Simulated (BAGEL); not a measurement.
**C2H3FSSi (SMILES F[SiH2]C=C=S): PBE0/cc-pVDZ (density fitting with qzvpp-jkfit)**

What is the energy change on altering one bond length of C2H3FSSi at PBE0/cc-pVDZ (density fitting with qzvpp-jkfit)? 

Program for the calculation: BAGEL 1.2.2.

2 further runs of the same task are left out: 1 that didn't finish, 1 set aside as unsound or not needed. Runs told in other sessions of the task aren't counted.

### 1 The molecule

The species is C2H3FSSi (8 atoms), meant as a singlet with charge 0. SMILES: `F[SiH2]C=C=S`. The coordinates come from a GFN2-xTB relaxation. This is one conformer, not always the lowest.

Bond lengths: F1–Si2 1.605 Å, Si2–C3 1.881 Å, C3–C4 1.294 Å, C4–S5 1.555 Å, Si2–H6 1.455 Å, Si2–H7 1.455 Å, C3–H8 1.077 Å. Angles: F1–Si2–C3 108.1°, Si2–C3–C4 122.9°, C3–C4–S5 176.4°, F1–Si2–H6 105.0°, F1–Si2–H7 105.2°, C3–Si2–H6 111.4°, C3–Si2–H7 111.0°, Si2–C3–H8 116.6°, C4–C3–H8 120.6°, H6–Si2–H7 115.5°.

### 2 The energy at PBE0/cc-pVDZ (density fitting with qzvpp-jkfit)

Contents of input.json:

```json
{ "bagel" : [

{
  "title" : "molecule",
  "basis" : "cc-pvdz.json",
  "df_basis" : "qzvpp-jkfit",
  "angstrom" : true,
  "geometry" : [
    { "atom" : "F", "xyz" : [      -1.253920,      -0.326960,       1.463900 ] },
    { "atom" : "Si", "xyz" : [       0.267060,       0.041160,       1.106290 ] },
    { "atom" : "C", "xyz" : [       0.429860,       0.092500,      -0.766640 ] },
    { "atom" : "C", "xyz" : [      -0.572580,      -0.090000,      -1.563850 ] },
    { "atom" : "S", "xyz" : [      -1.833740,      -0.323980,      -2.443310 ] },
    { "atom" : "H", "xyz" : [       0.486020,       1.354760,       1.693630 ] },
    { "atom" : "H", "xyz" : [       1.064030,      -1.038480,       1.669340 ] },
    { "atom" : "H", "xyz" : [       1.413270,       0.291000,      -1.159350 ] }
  ]
},

{
  "title" : "ks",
  "xc_func" : "pbe0"
},

{
  "title" : "print",
  "file" : "orbitals.molden",
  "orbitals" : true
}

]}
```

The basis set cc-pVDZ is read from a file made from the Basis Set Exchange's data (not shown).

Run with:

```bash
BAGEL_NUM_THREADS=1 BAGEL input.json > input.out
```

What it wrote:

```text
* using 1 threads per process

  ===============================================================
  ===============================================================

  *** Geometry ***

  { "atom" : "F", "xyz" : [     -2.369565,     -0.617865,      2.766370 ] },
  { "atom" : "Si", "xyz" : [      0.504670,      0.077781,      2.090585 ] },
  { "atom" : "C", "xyz" : [      0.812318,      0.174800,     -1.448740 ] },
  { "atom" : "C", "xyz" : [     -1.082019,     -0.170075,     -2.955248 ] },
  { "atom" : "S", "xyz" : [     -3.465266,     -0.612233,     -4.617187 ] },
  { "atom" : "H", "xyz" : [      0.918445,      2.560125,      3.200497 ] },
  { "atom" : "H", "xyz" : [      2.010725,     -1.962443,      3.154595 ] },
  { "atom" : "H", "xyz" : [      2.670693,      0.549910,     -2.190854 ] },

  Number of auxiliary basis functions:      537

  Since a DF basis is specified, we compute 2- and 3-index integrals:
    o Being stored without compression. Storage requirement is 0.037 GB

  Number of basis functions:       93
  Number of electrons      :       54

    * METHOD: MOLECULE                             0.67

  *** Kohn-Sham DFT ***

    * Removing 14483 points whose weight is below 1.00e-10
    * Grid points: 104765

  === Nuclear Repulsion ===
   246.5067120186

       - DIIS with orbital gradients will be used.

  === KS iteration (pbe0 / cc-pvdz.json) ===
      0       -840.15134480          0.08933722           1.58
      1       -808.29630676          0.18681627           1.14
      2       -824.42297778          0.12568145           1.01
      3       -838.24066123          0.09825179           0.98
      4       -842.22314689          0.14444689           0.99
      5       -863.32619909          0.05177472           1.00
      6       -863.35791191          0.04505740           1.02
      7       -864.16943939          0.03525292           1.08
      8       -864.57900196          0.02724941           1.04
      9       -865.02556111          0.01076149           1.05
     10       -865.10198233          0.00226027           1.28
     11       -865.10581199          0.00113023           1.04
     12       -865.10691734          0.00048791           1.00
     13       -865.10709995          0.00006761           0.99
     14       -865.10710469          0.00002205           0.97
     15       -865.10710510          0.00000705           0.98
     16       -865.10710514          0.00000373           0.98
     17       -865.10710515          0.00000150           0.99
     18       -865.10710515          0.00000048           0.98
     19       -865.10710515          0.00000022           0.97
     20       -865.10710515          0.00000008           1.01
     21       -865.10710515          0.00000004           0.96
     22       -865.10710515          0.00000002           0.97
     23       -865.10710515          0.00000001           1.06
    * SCF iteration converged.

    * Permanent dipole moment:
           (   -0.882508,    -0.198911,    -0.014378) a.u.

    * METHOD: KS                                  26.88

    * METHOD: PRINT                                0.06

  ===============================================================
```

Wall time 28 s (1 thread of AMD EPYC, shared host); peak memory 0.49 GiB.

### 3 The distorted shape at the same level

Contents of input.json:

```json
{ "bagel": [

{
  "title": "molecule",
  "basis": "cc-pvdz.json",
  "df_basis": "qzvpp-jkfit",
  "angstrom": true,
  "geometry": [
    { "atom": "F", "xyz": [   -1.745580,   -0.426201,    1.660237 ] },
    { "atom": "Si", "xyz": [   -0.224600,   -0.058081,    1.302627 ] },
    { "atom": "C", "xyz": [   -0.061800,   -0.006741,   -0.570303 ] },
    { "atom": "C", "xyz": [   -1.064240,   -0.189241,   -1.367513 ] },
    { "atom": "S", "xyz": [   -2.325400,   -0.423221,   -2.246973 ] },
    { "atom": "H", "xyz": [   -0.005640,    1.255519,    1.889967 ] },
    { "atom": "H", "xyz": [    0.572370,   -1.137721,    1.865677 ] },
    { "atom": "H", "xyz": [    1.413270,    0.291000,   -1.159350 ] }
  ]
},
{
  "title": "ks",
  "xc_func": "pbe0"
},
{
  "title": "print",
  "file": "orbitals.molden",
  "orbitals": true
}

]}
```

The basis set cc-pVDZ is read from a file made from the Basis Set Exchange's data (not shown).

Run with:

```bash
BAGEL_NUM_THREADS=1 BAGEL input.json > input.out
```

What it wrote:

```text
* using 1 threads per process

  ===============================================================
  ===============================================================

  *** Geometry ***

  { "atom" : "F", "xyz" : [     -3.298668,     -0.805403,      3.137393 ] },
  { "atom" : "Si", "xyz" : [     -0.424432,     -0.109757,      2.461608 ] },
  { "atom" : "C", "xyz" : [     -0.116785,     -0.012739,     -1.077716 ] },
  { "atom" : "C", "xyz" : [     -2.011122,     -0.357614,     -2.584225 ] },
  { "atom" : "S", "xyz" : [     -4.394369,     -0.799772,     -4.246164 ] },
  { "atom" : "H", "xyz" : [     -0.010658,      2.372587,      3.571520 ] },
  { "atom" : "H", "xyz" : [      1.081623,     -2.149981,      3.525619 ] },
  { "atom" : "H", "xyz" : [      2.670693,      0.549910,     -2.190854 ] },

  Number of auxiliary basis functions:      537

  Since a DF basis is specified, we compute 2- and 3-index integrals:
    o Being stored without compression. Storage requirement is 0.037 GB

  Number of basis functions:       93
  Number of electrons      :       54

    * METHOD: MOLECULE                             0.76

  *** Kohn-Sham DFT ***

    * Removing 13941 points whose weight is below 1.00e-10
    * Grid points: 105307

  === Nuclear Repulsion ===
   244.3967432842

       - DIIS with orbital gradients will be used.

  === KS iteration (pbe0 / cc-pvdz.json) ===
      0       -840.35512510          0.08853935           1.16
      1       -807.55420649          0.17596865           1.04
      2       -825.36416815          0.11871305           1.06
      3       -837.52830496          0.09712692           1.07
      4       -846.43087695          0.14708114           1.04
      5       -863.00153257          0.05404389           1.05
      6       -862.12630424          0.04603965           1.03
      7       -864.14548823          0.03445332           1.05
      8       -864.84600127          0.01660757           1.04
      9       -864.96618104          0.00834194           1.02
     10       -865.01539556          0.00437684           1.02
     11       -865.03477292          0.00081359           1.03
     12       -865.03514963          0.00030194           1.00
     13       -865.03521650          0.00007941           1.01
     14       -865.03522206          0.00002591           1.06
     15       -865.03522276          0.00000617           1.02
     16       -865.03522278          0.00000436           1.05
     17       -865.03522279          0.00000080           1.04
     18       -865.03522279          0.00000059           1.05
     19       -865.03522279          0.00000010           1.02
     20       -865.03522279          0.00000005           1.02
     21       -865.03522279          0.00000003           1.01
     22       -865.03522279          0.00000001           1.03
     23       -865.03522279          0.00000000           1.02
    * SCF iteration converged.

    * Permanent dipole moment:
           (   -0.867013,    -0.196632,     0.024303) a.u.

    * METHOD: KS                                  27.41

    * METHOD: PRINT                                0.05

  ===============================================================
```

It took 29 s on 1 thread of AMD EPYC, shared host; peak memory 0.48 GiB.

### 4 Outcome

At PBE0/cc-pVDZ (density fitting with qzvpp-jkfit):

```
                                                         quantity          value
                                        first shape: total energy  -865.10711 Eh
                                       first shape: dipole moment         2.30 D
                                         first shape: HOMO energy       -6.72 eV
                                         first shape: LUMO energy       -2.06 eV
                                       first shape: HOMO–LUMO gap        4.66 eV
                                    distorted shape: total energy  -865.03522 Eh
                                   distorted shape: dipole moment         2.26 D
                                     distorted shape: HOMO energy       -6.73 eV
                                     distorted shape: LUMO energy       -2.95 eV
                                   distorted shape: HOMO–LUMO gap        3.78 eV
energy change with the C3–H8 bond stretched from 1.077 to 1.616 Å       1.956 eV
```

**Reading.** One bond (distorted shape) is far stretched, which a spin-restricted single reference describes badly; a broken-symmetry solution may lie lower. With the C3–H8 bond stretched from 1.077 to 1.616 Å the energy rises by 1.96 eV (189 kJ/mol). The first shape isn't relaxed at this level, so the change isn't measured from a minimum. A restricted reference can't describe the breaking bond well at this length.
